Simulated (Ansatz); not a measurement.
# Zr3S2: the cost of one run

Method: DFT PBEsol, scalar-relativistic, plane waves, PAW, in Ansatz 0.2.0.

1 further run of the same task is left out (set aside as unsound or not needed). Runs told in other sessions of the task aren't counted.

## (1) The starting structure

The structure is trigonal, space group R32 (No. 155). Conventional cell: a = 5.729 Å, b = 5.729 Å, c = 10.304 Å, α = 90.00°, β = 90.00°, γ = 120.00°. Around Zr (site symmetry 2) lie 4 S at 2.57 to 2.58 Å. Around S (site symmetry 3) lie 6 Zr at 2.57 to 2.58 Å.

Structure file:

```
Zr S
1.0
     2.86457    1.65386    3.43470
    -2.86457    1.65386    3.43470
     0.00000   -3.30772    3.43470
Zr S
3 2
Direct
  0.16184 0.83816 0.50000
  0.50000 0.16184 0.83816
  0.83816 0.50000 0.16184
  0.33496 0.33496 0.33496
  0.66504 0.66504 0.66504
```

It goes back to an entry of the Materials Project, which need not be the stable form.

This cell was relaxed beforehand with the same method: volume 19.53 Å³/atom, gap on the mesh none (metal).

## (2) The reference cell

The reference gives a free energy of -14161.6845 eV, pressure -0.03 GPa, largest force 0.006 eV/Å and gap on the mesh none (metal). It was computed beforehand with the settings of the runs below.

## (3) The scan: rattled cells

All atoms are moved at random with no net shift, in some cells together with a random strain.

## (4) At rms move = 0.426 Å

Contents of input.yaml:

```yaml
crystal:
  lattice:
    - [3.0031960536, 1.6682648304, 3.3607254084]
    - [-2.8798596617, 1.5703792368, 3.3049950798]
    - [-0.0231032148, -3.373932543, 3.3980038124]
  atoms:
    - { symbol: Zr, position: [0.0356077878, 0.916581639, 0.4963445463] }
    - { symbol: Zr, position: [0.5961711509, 0.1287955426, 0.8057126087] }
    - { symbol: Zr, position: [0.8787144617, 0.5472224904, 0.191333004] }
    - { symbol: S, position: [0.3525651592, 0.2506347706, 0.3463050407] }
    - { symbol: S, position: [0.6369414405, 0.6567655574, 0.6603048004] }
basis:
  ecutwfc: 420
kpoints:
  mp_grid: { grid: [12, 12, 12] }
hamiltonian:
  xc: pbesol
scf:
  occupations: { method: gaussian, width: 0.15 }
output:
  forces: true
  stress: true
  eigenvalues: true
```

Run with:

```bash
$ ansatz run input.yaml --threads 2 --pin off --max-ram 5120MiB --backend cpu --events-out ev --progress --plain --runs-dir out
```

Q: Estimate wall time and peak memory on 2 threads of Intel Xeon 6975P-C (Granite Rapids), shared host.

About 49 s, with a peak of 2 GiB.
